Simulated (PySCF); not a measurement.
# C₈H₁₃GeN: geometry, NMR shifts and electronic excitations

Wanted: the NMR shifts and electronic excitations of C₈H₁₃GeN (`[CH3][Ge]([CH3])([CH3])[c]1ccncc1`), by calculation.

The runs use PySCF 2.14.0, with density-fitted response routines of our own; the level of theory stands in each step. All values are computed, except where a source is named. Atoms count from 0, in the outputs and in this text.

### Step 1. The starting structure

23 atoms, charge 0, multiplicity 1; geometry from: GFN2-xTB.

Bonds of the start (Å): C0–Ge1 1.99, Ge1–C2 1.99, Ge1–C3 1.99, Ge1–C4 1.98, C4–C5 1.39, C5–C6 1.39, C6–N7 1.32, N7–C8 1.32, C8–C9 1.38, C9–C4 1.39, C0–H10 1.09, C0–H11 1.09, C0–H12 1.09, C2–H13 1.09, C2–H14 1.09, C2–H15 1.09, C3–H16 1.09, C3–H17 1.09, C3–H18 1.09, C5–H19 1.08, C6–H20 1.08, C8–H21 1.08, C9–H22 1.08.

### Step 2. Geometry optimisation at PBE0-D3(BJ)/def2-SVP

What the job is given:

```
{"job": {"xc": "PBE0", "basis": "def2-SVP", "d3": "d3bj", "grid": 1, "kind": "geom"}, "charge": 0, "multiplicity": 1}
C     -2.128463     1.052972    -0.925179
Ge    -1.045051    -0.326455     0.009926
C     -1.644772    -0.467442     1.899975
C     -1.241992    -2.080437    -0.901065
C      0.857453     0.235877    -0.019666
C      1.857907    -0.545749    -0.582997
C      3.165006    -0.086073    -0.570276
N      3.523872     1.071936    -0.043885
C      2.577192     1.821655     0.494778
C      1.243339     1.452325     0.531403
H     -1.796573     1.174935    -1.952047
H     -3.175074     0.762670    -0.938346
H     -2.050727     2.015322    -0.427648
H     -2.707622    -0.687343     1.941873
H     -1.469363     0.461659     2.434266
H     -1.112364    -1.260581     2.416544
H     -2.282840    -2.390753    -0.884098
H     -0.925353    -2.021895    -1.938761
H     -0.655067    -2.848954    -0.405679
H      1.618991    -1.501944    -1.026405
H      3.968917    -0.670304    -1.001383
H      2.910701     2.762244     0.915849
H      0.507127     2.103321     0.982901
```

What it wrote:

```text
step   0  E = -2443.24149814  max force = 0.016892
step   1  E = -2443.24488458  max force = 0.004235
step   2  E = -2443.24504947  max force = 0.001276
step   3  E = -2443.24508847  max force = 0.000716
step   4  E = -2443.24507902  max force = 0.001445
step   5  E = -2443.24509700  max force = 0.000349
optimisation converged
```

Wall time 3.3 min (1 thread, shared host).

Along the way:

```
step  energy from step 0 (eV)  largest force component (eV/Å)
   0                   0.0000                          0.8686
   1                  -0.0921                          0.2178
   2                  -0.0966                          0.0656
   3                  -0.0977                          0.0368
   4                  -0.0974                          0.0743
   5                  -0.0979                          0.0179
```

Distances of close pairs at the start and the end, largest changes first:

| bond | before (Å) | after (Å) | change (Å) |
| --- | --- | --- | --- |
| Ge1–C3 | 1.986 | 1.952 | -0.034 |
| C0–Ge1 | 1.988 | 1.954 | -0.034 |
| Ge1–C2 | 1.988 | 1.954 | -0.033 |
| Ge1–C4 | 1.984 | 1.962 | -0.022 |
| C2–H13 | 1.086 | 1.100 | +0.014 |
| C0–H11 | 1.086 | 1.100 | +0.014 |
| C2–H14 | 1.086 | 1.100 | +0.014 |
| C0–H12 | 1.086 | 1.100 | +0.014 |

The end geometry stands in the next job.

| at the end point | value |
| --- | --- |
| point group (found at 0.08 Å tolerance) | C1 |
| rotational constants (GHz, main isotopes) | 1.971, 0.617, 0.560 |
| dipole moment (D) | 2.82 |

### Step 3. NMR shieldings: PBE0/pcSseg-1

What the job is given:

```
{"job": {"kind": "nmr", "xc": "PBE0", "basis": "pcSseg-1"}, "charge": 0, "multiplicity": 1}
C     -2.130065     1.131234    -0.751012
Ge    -1.061277    -0.324259    -0.003984
C     -1.594483    -0.663459     1.845450
C     -1.254791    -1.942655    -1.078752
C      0.820537     0.229681    -0.013395
C      1.831676    -0.556633    -0.575862
C      3.151578    -0.103935    -0.544664
N      3.520572     1.053125    -0.003012
C      2.564554     1.806864     0.534882
C      1.217876     1.445952     0.555442
H     -1.832441     1.335021    -1.790080
H     -3.198993     0.870750    -0.737532
H     -1.993404     2.052975    -0.166082
H     -2.661743    -0.925924     1.898622
H     -1.425611     0.229393     2.465562
H     -1.008245    -1.492418     2.268460
H     -2.309465    -2.254612    -1.102736
H     -0.923900    -1.768154    -2.113381
H     -0.664486    -2.770072    -0.657382
H      1.606328    -1.519731    -1.042246
H      3.951005    -0.713295    -0.983724
H      2.885319     2.757818     0.977380
H      0.490495     2.121527     1.016006
```

With the program's defaults for keys left out, this is: GIAO PBE0/pcSseg-1 NMR shielding, non-relativistic, gas phase.

What it wrote:

```text
coarse grid: 86112 points
cycle   1  E = -2443.3675405271  dE =  4.714e-01  |g| = 9.921e-01  |ddm| = 4.564e+00
cycle   2  E = -2443.3341663768  dE =  3.337e-02  |g| = 1.046e+00  |ddm| = 1.265e+00
cycle   3  E = -2443.4801105564  dE = -1.459e-01  |g| = 9.398e-02  |ddm| = 7.290e-01
cycle   4  E = -2443.4808444524  dE = -7.339e-04  |g| = 5.808e-02  |ddm| = 1.007e-01
cycle   5  E = -2443.4815828825  dE = -7.384e-04  |g| = 1.116e-02  |ddm| = 6.042e-02
cycle   6  E = -2443.4816109952  dE = -2.811e-05  |g| = 4.356e-03  |ddm| = 1.517e-02
cycle   7  E = -2443.4816157536  dE = -4.758e-06  |g| = 1.015e-03  |ddm| = 4.323e-03
final grid: 183536 points
cycle   8  E = -2443.4816626255  dE =  2.461e-07  |g| = 1.512e-03  |ddm| = 3.878e-03
cycle   9  E = -2443.4816615436  dE =  1.082e-06  |g| = 2.523e-03  |ddm| = 4.020e-03
cycle  10  E = -2443.4816631947  dE = -1.651e-06  |g| = 2.894e-04  |ddm| = 2.570e-03
cycle  11  E = -2443.4816632138  dE = -1.904e-08  |g| = 3.556e-05  |ddm| = 2.818e-04
cycle  12  E = -2443.4816632141  dE = -3.347e-10  |g| = 8.897e-06  |ddm| = 4.522e-05
converged SCF energy = -2443.4816632141

GIAO shielding tensors (ppm)
atom      isotropic    diamagn.    paramagn.     s11        s22        s33       span
  0 C      186.310     252.835     -66.525    181.068    185.558    192.304     11.236
  1 Ge    1348.186    2757.908   -1409.722   1313.721   1338.986   1391.850     78.128
  2 C      184.969     252.781     -67.812    180.054    183.675    191.177     11.124
  3 C      189.068     253.073     -64.005    184.651    189.586    192.965      8.314
  4 C       27.990     264.552    -236.561    -61.267    -43.698    188.936    250.203
  5 C       51.566     256.856    -205.290    -68.547     53.717    169.527    238.074
  6 C       29.449     252.238    -222.788    -82.319     27.294    143.373    225.692
  7 N      -95.835     332.391    -428.226   -412.704   -176.631    301.829    714.533
  8 C       29.511     252.446    -222.935    -82.810     27.839    143.505    226.315
  9 C       50.840     257.612    -206.772    -69.299     52.472    169.348    238.646
 10 H       31.057      31.478      -0.421     26.227     28.130     38.814     12.587
 11 H       31.041      29.764       1.276     25.871     27.967     39.284     13.413
 12 H       30.763      31.967      -1.204     25.101     28.475     38.714     13.613
 13 H       31.045      29.750       1.295     26.060     27.731     39.344     13.283
 14 H       30.895      31.864      -0.969     25.299     28.690     38.694     13.395
 15 H       31.054      31.466      -0.411     26.012     28.416     38.735     12.723
 16 H       30.951      29.665       1.285     25.427     28.368     39.056     13.629
 17 H       30.841      31.802      -0.962     26.196     27.448     38.878     12.682
 18 H       30.727      31.847      -1.120     25.864     27.506     38.811     12.947
 19 H       24.006      35.459     -11.452     19.331     21.449     31.239     11.908
 20 H       22.581      28.629      -6.049     18.341     22.088     27.312      8.971
 21 H       22.551      28.775      -6.224     18.332     22.024     27.298      8.966
 22 H       23.992      35.484     -11.492     19.955     20.912     31.110     11.155
```

Run time: 64 s. Hardware: 1 thread, shared host.

The references, computed at this level on geometries of the same kind, shield at (ppm): 1H TMS 31.27, 13C TMS 184.4, 15N NH3 265.7, 73Ge GeMe4 1330. Their shielding less the atom's gives the shift. The references are single molecules in the gas phase, so shifts against H2O, NH3, PH3, H3PO4 or CFCl3 are not on the usual liquid scales and can be off by tens of ppm. Atoms listed in one row are averaged.

| atoms | environment | σ (ppm) | δ (ppm) |
| --- | --- | --- | --- |
| C4 | substituted aromatic carbon | 28.0 | 156.4 |
| C6, C8 | aromatic CH next to a ring nitrogen | 29.5 | 154.9 |
| C5, C9 | aromatic CH | 51.2 | 133.2 |
| C0, C2, C3 | methyl carbon bonded to Ge | 186.8 | -2.4 |
| H20, H21 | hydrogen on an aromatic CH next to a ring nitrogen | 22.57 | 8.70 |
| H19, H22 | hydrogen on an aromatic CH | 24.00 | 7.27 |
| H10, H11, H12, H13, H14 and 4 more | hydrogen on a methyl carbon bonded to Ge | 30.93 | 0.34 |
| Ge1 | germanium bonded to 4 C | 1348 | -18 |
| N7 | pyridine-type ring nitrogen | -95.8 | 361.5 |

The run also stored atomic charges by several schemes (e):

| atoms | Mulliken | IAO | Hirshfeld | ESP fit |
| --- | --- | --- | --- | --- |
| C0, C2, C3 | -0.54 | -0.68 | -0.21 | -0.73 |
| Ge1 | 0.82 | 0.97 | 0.42 | 0.95 |
| C4 | -0.40 | -0.22 | -0.08 | 0.30 |
| C5, C9 | -0.17 | -0.17 | -0.06 | -0.68 |
| C6, C8 | 0.16 | -0.01 | 0.01 | 0.59 |
| N7 | -0.41 | -0.28 | -0.17 | -0.75 |

Mayer bond orders: C0–Ge1 1.03, Ge1–C2 1.03, Ge1–C3 1.04, Ge1–C4 0.76, C4–C5 1.41, C5–C6 1.40, C6–N7 1.48, N7–C8 1.47, C8–C9 1.41, C9–C4 1.39.

### Step 4. Excited states and response: B3LYP/def2-SVPD

The job, as its differences from that of step 3:

```diff
@@ -1,2 +1,2 @@
-{"job": {"kind": "nmr", "xc": "PBE0", "basis": "pcSseg-1"}, "charge": 0, "multiplicity": 1}
+{"job": {"kind": "uv", "xc": "B3LYP", "basis": "def2-SVPD", "ip": true}, "charge": 0, "multiplicity": 1}
 C     -2.130065     1.131234    -0.751012
```

With the program's defaults for keys left out, this is: TDDFT B3LYP/def2-SVPD, vertical, gas phase, core orbitals frozen in the response.

What it wrote:

```text
coarse grid: 86112 points
cycle   1  E = -2443.8775592233  dE =  4.127e-01  |g| = 7.272e-01  |ddm| = 1.065e+01
cycle   2  E = -2443.8220977330  dE =  5.546e-02  |g| = 9.009e-01  |ddm| = 6.722e+00
cycle   3  E = -2443.9897531530  dE = -1.677e-01  |g| = 7.587e-02  |ddm| = 4.102e+00
cycle   4  E = -2443.9903439211  dE = -5.908e-04  |g| = 5.283e-02  |ddm| = 6.130e-01
cycle   5  E = -2443.9909452996  dE = -6.014e-04  |g| = 1.319e-02  |ddm| = 4.930e-01
cycle   6  E = -2443.9909863379  dE = -4.104e-05  |g| = 5.581e-03  |ddm| = 9.031e-02
cycle   7  E = -2443.9909944753  dE = -8.137e-06  |g| = 7.319e-04  |ddm| = 2.118e-02
final grid: 183536 points
cycle   8  E = -2443.9909703111  dE = -7.488e-08  |g| = 1.137e-03  |ddm| = 2.640e-02
cycle   9  E = -2443.9909694937  dE =  8.174e-07  |g| = 2.051e-03  |ddm| = 7.507e-03
cycle  10  E = -2443.9909706372  dE = -1.143e-06  |g| = 2.870e-04  |ddm| = 5.694e-03
cycle  11  E = -2443.9909706569  dE = -1.973e-08  |g| = 4.349e-05  |ddm| = 2.077e-03
cycle  12  E = -2443.9909706573  dE = -4.084e-10  |g| = 7.849e-06  |ddm| = 3.018e-04
converged SCF energy = -2443.9909706573

Static polarisability (au): isotropic 130.271, principal 101.343 134.609 154.863

Singlet excitations
state   eV       nm        f      main configurations
  1   4.5717    271.2   0.00580   H->L 0.99
  2   4.9078    252.6   0.00004   H->L+1 1.00
  3   5.4097    229.2   0.02789   H-1->L 0.72, H-2->L+1 0.23
  4   6.0388    205.3   0.05104   H-2->L 0.72, H-1->L+1 0.25
  5   6.3285    195.9   0.00449   H->L+2 0.95
  6   6.4162    193.2   0.00112   H-5->L 0.87, H-3->L 0.10
  7   6.4367    192.6   0.00884   H-3->L 0.89, H-5->L 0.10
  8   6.5425    189.5   0.25791   H-1->L+1 0.47, H-4->L 0.38, H-2->L 0.12
  9   6.6529    186.4   0.00066   H-1->L+2 0.95
 10   6.7216    184.5   0.12214   H-2->L+1 0.68, H-1->L 0.14, H-4->L+1 0.14

Triplet excitations (Tamm-Dancoff, eV): 3.9595 4.2489 4.5020 4.7917
Vertical ionisation energy (delta-SCF) = 8.9758 eV
```

It took 10 min on 1 thread, shared host.

Frontier orbitals and where they lie:

| orbital | eV | atoms |
| --- | --- | --- |
| HOMO−3 | -8.32 | C3 32 %, Ge1 21 %, C0 15 % |
| HOMO−2 | -7.73 | C4 18 %, N7 15 %, C2 11 % |
| HOMO−1 | -7.34 | C9 21 %, C6 20 %, C8 20 % |
| HOMO | -6.94 | N7 51 %, C6 10 %, C8 10 % |
| LUMO | -1.11 | C4 24 %, N7 22 %, C9 12 % |
| LUMO+1 | -0.67 | C8 20 %, C5 19 %, C9 18 % |
| LUMO+2 | -0.01 | Ge1 18 %, C3 8 %, C0 8 % |

With each of the 10 states as a Gaussian band of 0.4 eV half-width at 1/e, the curve within the window shown has maxima at 189 nm (ε 16,000) L/(mol cm). Beyond the last state computed it falls off for lack of states. The curve at chosen wavelengths:

```csv
nm,ε (L/mol/cm)
177,5378
182,11130
188,15464
193,14106
199,9272
204,5738
209,3536
215,2180
220,1677
226,1423
231,1263
236,1048
242,745
247,524
253,353
258,287
263,264
269,255
274,242
280,212
285,177
290,139
296,97
301,68
307,41
312,26
```

Further results of this job:

| property | computed |
| --- | --- |
| dipole moment (D) | 2.85 |
| polarisability (Å³) | 19.30 |
| HOMO–LUMO gap (eV) | 5.83 |
| −ε(HOMO) (eV) | 6.94 |

### Step 5. NMR shieldings: KT3/pcSseg-1

The job, as its differences from that of step 4:

```diff
@@ -1,2 +1,2 @@
-{"job": {"kind": "uv", "xc": "B3LYP", "basis": "def2-SVPD", "ip": true}, "charge": 0, "multiplicity": 1}
+{"job": {"kind": "nmr", "xc": "KT3", "basis": "pcSseg-1", "pop": false}, "charge": 0, "multiplicity": 1}
 C     -2.130065     1.131234    -0.751012
```

Level: GIAO KT3/pcSseg-1 NMR shielding, non-relativistic, gas phase.

What it wrote:

```text
coarse grid: 86112 points
cycle   1  E = -2457.9814346161  dE =  2.665e-01  |g| = 9.120e-01  |ddm| = 4.629e+00
cycle   2  E = -2457.7969123828  dE =  1.845e-01  |g| = 1.242e+00  |ddm| = 2.017e+00
cycle   3  E = -2458.1495595498  dE = -3.526e-01  |g| = 1.330e-01  |ddm| = 1.297e+00
cycle   4  E = -2458.1505202663  dE = -9.607e-04  |g| = 1.064e-01  |ddm| = 1.696e-01
cycle   5  E = -2458.1529940968  dE = -2.474e-03  |g| = 2.779e-02  |ddm| = 1.175e-01
cycle   6  E = -2458.1531779531  dE = -1.839e-04  |g| = 1.085e-02  |ddm| = 4.027e-02
cycle   7  E = -2458.1532101219  dE = -3.217e-05  |g| = 2.372e-03  |ddm| = 1.212e-02
cycle   8  E = -2458.1532113164  dE = -1.195e-06  |g| = 6.259e-04  |ddm| = 3.091e-03
final grid: 183536 points
cycle   9  E = -2458.1532279696  dE =  4.081e-08  |g| = 1.124e-03  |ddm| = 4.746e-03
cycle  10  E = -2458.1532269485  dE =  1.021e-06  |g| = 2.225e-03  |ddm| = 3.556e-03
cycle  11  E = -2458.1532282438  dE = -1.295e-06  |g| = 3.815e-04  |ddm| = 2.514e-03
cycle  12  E = -2458.1532282828  dE = -3.899e-08  |g| = 6.772e-05  |ddm| = 4.359e-04
cycle  13  E = -2458.1532282840  dE = -1.131e-09  |g| = 1.042e-05  |ddm| = 7.278e-05
cycle  14  E = -2458.1532282840  dE = -1.182e-11  |g| = 7.919e-06  |ddm| = 1.727e-05
converged SCF energy = -2458.1532282840

GIAO shielding tensors (ppm)
atom      isotropic    diamagn.    paramagn.     s11        s22        s33       span
  0 C      183.284     252.989     -69.704    177.785    181.865    190.203     12.417
  1 Ge    1342.257    2763.523   -1421.266   1305.452   1339.805   1381.515     76.063
  2 C      181.927     252.871     -70.944    176.692    179.838    189.250     12.558
  3 C      186.043     253.234     -67.191    181.033    186.551    190.546      9.514
  4 C       40.272     264.572    -224.300    -37.876    -23.197    181.891    219.767
  5 C       60.864     255.827    -194.963    -47.331     65.009    164.914    212.246
  6 C       40.544     252.292    -211.748    -59.025     42.796    137.862    196.886
  7 N      -67.652     330.917    -398.569   -345.321   -143.205    285.569    630.890
  8 C       40.546     252.485    -211.938    -59.496     43.152    137.984    197.481
  9 C       60.135     256.690    -196.555    -47.960     64.010    164.356    212.317
 10 H       31.109      31.887      -0.778     26.588     28.281     38.458     11.870
 11 H       31.113      29.755       1.358     26.265     28.187     38.888     12.623
 12 H       30.822      32.388      -1.565     25.467     28.669     38.331     12.865
 13 H       31.100      29.731       1.369     26.419     27.937     38.945     12.526
 14 H       30.945      32.274      -1.329     25.675     28.851     38.308     12.633
 15 H       31.097      31.842      -0.745     26.377     28.550     38.364     11.987
 16 H       31.061      29.682       1.380     25.918     28.599     38.667     12.750
 17 H       30.906      32.216      -1.310     26.516     27.675     38.525     12.009
 18 H       30.789      32.236      -1.447     26.172     27.748     38.448     12.276
 19 H       24.406      36.272     -11.866     19.897     22.172     31.148     11.250
 20 H       22.962      28.973      -6.011     18.807     22.650     27.427      8.620
 21 H       22.934      29.125      -6.191     18.799     22.588     27.415      8.616
 22 H       24.372      36.324     -11.952     20.498     21.618     31.001     10.503
```

Run time: 87 s. Hardware: 1 thread, shared host.

In short: δ C4 142.0, C6 141.8, C5 121.8, C0 -1.4, H20 8.37, H19 6.93 ppm (means over like atoms).

### Step 6. Side by side: NMR shifts

Shifts (ppm) of some atoms, chosen among heavy atoms and hydrogens apart, means over like atoms, with basis size and wall time:

| run | C4 | C6 | C5 | H20 | H19 | Ge1 | N7 | functions | time |
| --- | --- | --- | --- | --- | --- | --- | --- | --- | --- |
| PBE0/pcSseg-1 | 156.4 | 154.9 | 133.2 | 8.70 | 7.27 | -18 | 361.5 | 259 | 64 s |
| KT3/pcSseg-1 | 142.0 | 141.8 | 121.8 | 8.37 | 6.93 | -22 | 329.7 | 259 | 87 s |

### Step 7. Results

| quantity | value |
| --- | --- |
| point group | C1 |
| rotational constants (main isotopes) | 1.97, 0.62, 0.56 GHz |
| 13C shifts against TMS (PBE0/pcSseg-1, means over atoms taken as alike) | 156.4, 154.9, 133.2, -2.4 ppm |
| 1H shifts against TMS (PBE0/pcSseg-1, means over atoms taken as alike) | 8.70, 7.27, 0.34 ppm |
| 73Ge shifts against GeMe4 (PBE0/pcSseg-1) | -18 ppm |
| 15N shifts against NH3 (PBE0/pcSseg-1) | 361.5 ppm |
| lowest singlet (B3LYP/def2-SVPD) | 4.57 eV (271 nm), f = 0.006 |
| brightest single state of those computed | state 8, 6.54 eV, f = 0.258 |
| lowest triplet | 3.96 eV |
| vertical ionisation energy (ΔSCF) | 8.98 eV |
| range of the shift of N7 | 329.7 to 361.5 ppm |

In words: Relaxing lowered the energy by 0.098 eV in 5 steps; the close pair that moved most is Ge1–C3, from 1.986 to 1.952 Å. At PBE0/pcSseg-1: Shielding is most anisotropic at N7 (span 715 ppm, paramagnetic term -428 ppm). The first singlet state (HOMO→LUMO 0.99) lies at 4.57 eV and is weak; of the 10 states computed, the strongest absorption comes from state 8 at 6.54 eV (the last state computed is bright too, and its partners may lie past the list). The lowest triplet lies 0.61 eV below the lowest singlet (triplets in Tamm-Dancoff, singlets in full TDDFT). The orbital energy would give 6.94 eV for ionisation, ΔSCF gives 8.98 eV. In ppm, N7 moves most: its shift spreads over 31.8 ppm, from 329.7 (KT3/pcSseg-1) to 361.5 (PBE0/pcSseg-1). Spin-orbit coupling is left out, which matters for shieldings and couplings at and beside the heavy atoms.
